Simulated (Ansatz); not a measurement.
The system is HPbNO4.

```
H Pb N O
1.0
     3.85707    0.00178   -0.03658
     0.17353    4.33436   -0.01647
     0.75803    0.83873    5.87662
H Pb N O
1 1 1 4
Direct
  0.61511 0.89559 0.19844
  0.64597 0.44651 0.91685
  0.71474 0.23810 0.50058
  0.16958 0.47007 0.77768
  0.62919 0.97045 0.49845
  0.56424 0.92583 0.03849
  0.78022 0.42250 0.31951
```

The cell was built by a generator and needn't be a form met in nature.

Base run:

* Program: Ansatz 0.2.0
* Functional: PBE
* Potentials or basis: all-electron LAPW, scalar-relativistic
* Cutoff: 764 eV
* Density cutoff: 3058 eV
* Basis error allowed: 0.002 eV/atom
* k mesh: 5 × 4 × 4
* Occupations: fermi-dirac, width 0.05 eV
* Spin: no spin polarisation

Its results: band gap on the k mesh 0.26 eV, indirect (least direct gap 0.46 eV); pressure 0.0 GPa; largest force 0.080 eV/Å.

Problem. After a change of settings the same cell gave: band gap on the k mesh 0.26 eV, indirect (least direct gap 0.45 eV); pressure 2.9 GPa; largest force 0.440 eV/Å. Which change was it?
A. functional from PBE to BLYP
B. basis error allowed from 0.002 eV/atom to 0.001 eV/atom; k mesh from 5 × 4 × 4 to 7 × 6 × 5
C. functional from PBE to revPBE
D. k mesh from 5 × 4 × 4 to 4 × 4 × 3

Solution. A.

BLYP binds less tightly than PBE, so the same cell stands under more pressure.

Caveats: spin-orbit coupling is left out, which as a rule narrows the gap of such compounds by several tenths of an eV.

Not every run made on this cell is shown here.
